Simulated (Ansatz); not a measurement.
# NiO: the cost of one run

Program: Ansatz 0.2.0. Level of theory: DFT r²SCAN, scalar-relativistic, plane waves, PAW. These are calculated values, not measurements.

## (1) Starting point

Symmetry: Fm-3m, No. 225, cubic system. Conventional cell: a = 4.189 Å, b = 4.189 Å, c = 4.189 Å, α = 90.00°, β = 90.00°, γ = 90.00°. Around Ni (site symmetry m-3m) lie 6 O at 2.09 Å. Around O (site symmetry m-3m) lie 6 Ni at 2.09 Å.

As a file:

```cif
data_structure
_symmetry_space_group_name_H-M 'Fm-3m'
_symmetry_Int_Tables_number 225
_cell_length_a 4.1886
_cell_length_b 4.1886
_cell_length_c 4.1886
_cell_angle_alpha 90.000
_cell_angle_beta 90.000
_cell_angle_gamma 90.000
_cell_volume 73.49
loop_
_atom_site_label
_atom_site_type_symbol
_atom_site_symmetry_multiplicity
_atom_site_Wyckoff_symbol
_atom_site_fract_x
_atom_site_fract_y
_atom_site_fract_z
_atom_site_occupancy
Ni1 Ni 4 a 0.00000 0.00000 0.00000 1
O1 O 4 b 0.50000 0.00000 0.00000 1
```

This cell comes from an earlier session at r²SCAN: 9.186 Å³/atom at 0.00 GPa, on a 14×14×14 mesh.

## (2) Antiferromagnetic, propagation vector (1, 0, 0)

Contents of input.yaml:

```yaml
crystal:
  lattice:
    - [0.0, 2.0943165011, -2.0943165011]
    - [0.0, 2.0943165011, 2.0943165011]
    - [4.1886330022, 0.0, 0.0]
  atoms:
    - { symbol: Ni, position: [0.0, 0.0, 0.0], spin: 2.0 }
    - { symbol: O, position: [0.0, 1.0, 0.5] }
    - { symbol: Ni, position: [0.5, 0.5, 0.5], spin: -2.0 }
    - { symbol: O, position: [0.5, 1.5, 1.0] }
basis:
  ecutwfc: 500
  ecutrho_ratio: 4
kpoints:
  mp_grid: { grid: [8, 8, 6] }
hamiltonian:
  xc: r2scan
scf:
  occupations: { method: gaussian, width: 0.05 }
  lower_state_search: "off"
output:
  forces: true
  stress: true
  eigenvalues: true
  populations: true
magnetization:
  spin_polarized: true
```

Command:

```sh
$ ansatz run input.yaml --threads 2 --pin off --max-ram 5120MiB --backend cpu --events-out ev --progress --plain --runs-dir out
```

Q: Estimate wall time and peak memory on 2 threads of AMD EPYC (Zen 3), shared host.

About 27 s, with a peak of 0.52 GiB.
